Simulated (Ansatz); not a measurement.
# InO: the cost of one run

Program: Ansatz 0.2.0. Level of theory: DFT PBE, scalar-relativistic, plane waves, PAW. These are calculated values, not measurements.

**1. The system as given**

Symmetry: P-6m2, No. 187, hexagonal system. The conventional cell has a = 3.454 Å, b = 3.454 Å, c = 15.877 Å, α = 90.00°, β = 90.00°, γ = 120.00°. In (site symmetry 3m) has 3 O at 2.15 Å in its first shell of neighbours. O (site symmetry 3m) has 3 In at 2.15 Å in its first shell of neighbours.

Structure file:

```xyz
4
Lattice="3.4536 0.0000 0.0000 -1.7268 2.9909 0.0000 0.0000 0.0000 15.8771" Properties=species:S:1:pos:R:3 pbc="T T T"
In    1.7268    0.9970    9.3678
In    1.7268    0.9970    6.5093
O     0.0000    0.0000   10.1592
O     0.0000    0.0000    5.7179
```

The structure comes from the Materials Project (structure only).

(A quick probe on a coarse mesh, which set the mesh and smearing, is not shown.)

**3. The relaxation**

The input, input.yaml:

```yaml
crystal:
  lattice:
    - [3.4536138013, 0.0, 0.0]
    - [-1.7268069007, 2.9909172868, 0.0]
    - [0.0, 0.0, 15.8771]
  atoms:
    - { symbol: In, position: [0.66666667, 0.33333333, 0.590021] }
    - { symbol: In, position: [0.66666667, 0.33333333, 0.409979] }
    - { symbol: O, position: [0.0, 0.0, 0.639867] }
    - { symbol: O, position: [0.0, 0.0, 0.360133] }
basis:
  ecutwfc: 420
kpoints:
  mp_grid: { grid: [12, 12, 4] }
hamiltonian:
  xc: pbe
scf:
  occupations: { method: gaussian, width: 0.02 }
output:
  forces: true
  stress: true
  eigenvalues: true
relax:
  adjacent_minimum: "off"
  f_tol: 0.005
  max_steps: 80
  cell: { stress_tol: 0.05 }
```

Started as:

```console
$ ansatz run input.yaml --threads 2 --pin off --max-ram 5120MiB --backend cpu --events-out ev --progress --plain --runs-dir out
```

Q: Estimate wall time and peak memory on 2 threads of AMD EPYC 7R43 (Zen 3), shared host.

About 35 s, with a peak of 0.55 GiB.
